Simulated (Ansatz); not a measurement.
Crystal: Ta3AsAu2O13.

```
Ta As Au O
1.0
     6.43030   -1.94333   -0.00483
     6.43030    1.94333   -0.00483
    -2.54785    0.00000   10.68617
Ta As Au O
3 1 2 13
Cartesian
  4.5247 0.0000 3.7670
  6.0597 0.0000 7.2197
  1.7990 0.0000 10.5616
  7.9903 0.0000 0.0311
  8.3231 0.0000 3.7097
  2.3136 0.0000 6.7574
  8.6038 0.0000 1.6474
  6.3527 0.0000 3.6998
  2.3873 0.0000 4.7518
  2.1597 0.0000 8.7356
  4.8024 0.0000 5.8862
  8.0919 0.0000 6.6978
  4.1996 0.0000 1.9509
  10.3810 0.0000 3.9020
  5.2563 0.0000 8.9247
  -0.2078 0.0000 7.1659
  6.2651 0.0000 0.3242
  -0.3802 0.0000 10.5475
  7.7751 0.0000 10.4897
```

The cell was built by a generator and needn't be a form met in nature.

* Program: Ansatz 0.2.0
* Task: relaxation of cell and atoms
* Functional: PBEsol
* Potentials or basis: Ansatz PAW
* Cutoff: 420 eV (not typed: the program's choice for these potentials)
* k mesh: 5 × 5 × 2
* Occupations: fermi-dirac, width 0.05 eV
* Spin: no spin polarisation

At the start: volume 14.05 Å³/atom.

Task: How do energy, volume and symmetry change on relaxing?

Result: It ends after 14 steps and the volume is 13.54 Å³/atom (-3.7 %); space group Cm (No. 8, to 0.05 Å).

The path:
```csv
step,energy change (eV),largest force (eV/Å),volume (Å³)
1,0.0000,0.2688,267.03
2,-0.1751,0.2778,257.98
3,-0.1836,0.1630,258.29
4,-0.1889,0.1247,258.18
5,-0.1936,0.1085,258.01
6,-0.1952,0.1127,257.88
7,-0.1992,0.0712,257.38
8,-0.1982,0.0385,257.72
9,-0.1988,0.0222,257.60
10,-0.1988,0.0064,257.60
11,-0.1673,0.0069,257.60
12,-0.1695,0.0222,257.12
13,-0.1692,0.0040,257.21
14,-0.1677,0.0040,257.21
```

Final structure:
```yaml
crystal:
  lattice:
    - [6.31073, -1.92935, -0.00632]
    - [6.31073, 1.92935, -0.00632]
    - [-2.50304, 0.00000, 10.56497]
  atoms:
    - { symbol: Ta, position: [0.42031, 0.42031, 0.35354] }
    - { symbol: Ta, position: [0.60741, 0.60741, 0.67702] }
    - { symbol: Ta, position: [0.33453, 0.33453, 0.98925] }
    - { symbol: As, position: [0.62489, 0.62489, 0.00404] }
    - { symbol: Au, position: [0.71624, 0.71624, 0.34846] }
    - { symbol: Au, position: [0.30745, 0.30745, 0.63295] }
    - { symbol: O, position: [0.70161, 0.70161, 0.15724] }
    - { symbol: O, position: [0.56231, 0.56231, 0.34459] }
    - { symbol: O, position: [0.27496, 0.27496, 0.44543] }
    - { symbol: O, position: [0.33085, 0.33085, 0.81787] }
    - { symbol: O, position: [0.48365, 0.48365, 0.55064] }
    - { symbol: O, position: [0.75722, 0.75722, 0.62702] }
    - { symbol: O, position: [0.36001, 0.36001, 0.18153] }
    - { symbol: O, position: [0.87992, 0.87992, 0.36592] }
    - { symbol: O, position: [0.57379, 0.57379, 0.83584] }
    - { symbol: O, position: [0.11829, 0.11829, 0.67081] }
    - { symbol: O, position: [0.49311, 0.49311, 0.03148] }
    - { symbol: O, position: [0.16379, 0.16379, 0.98729] }
    - { symbol: O, position: [0.78967, 0.78967, 0.97909] }
```

Caveat: the plane-wave basis is chosen anew once the cell has moved, so the energies of steps on either side of that aren't comparable; the pressure holds a Pulay correction of +0.7 GPa for the finite cutoff; the PAW data sets come from PBE, with cores solved anew for the run's functional, which leaves a small shift of forces and pressure.
